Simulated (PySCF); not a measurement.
# Cl2F6P2Pt (cis-PtCl2(PF3)2): the cost of one run

Programs: PySCF 2.14.0, with routines of our own; each step states its level. All values are computed. Atoms count from 0.

## 1. The system as given

11 atoms, charge 0, multiplicity 1; geometry from: GFN2-xTB.

## 2. Relaxing the molecule at PBE0-D3(BJ)/def2-SVP

Job settings and geometry (Å):

```
{"job": {"xc": "PBE0", "basis": "def2-SVP", "d3": "d3bj", "grid": 1, "maxiter": 30, "shake": 0.03, "kind": "geom"}, "charge": 0, "multiplicity": 1}
Pt     0.676050     0.415320     0.131500
Cl     2.829380     0.029090     0.078790
Cl     0.549900     2.710250     0.571410
P     -1.402230     1.290570     0.170550
F     -2.802790     0.364690    -0.130050
F     -1.970630     2.428100    -0.811180
F     -2.066750     1.899220     1.492560
P      1.023550    -1.685640    -0.302450
F     -0.198510    -2.756610    -0.440080
F      1.715840    -2.597190     0.796730
F      1.744260    -2.183290    -1.526900
```

Started as:

```sh
> OMP_NUM_THREADS=1 python heavy_run.py task.json out
```

This one command runs all jobs of the session in turn.

**Question.** How long does this first job take on 1 thread of Arm Neoverse V2, shared host, and how much memory does it need?

About 4.3 min, with a peak of 1.1 GiB.
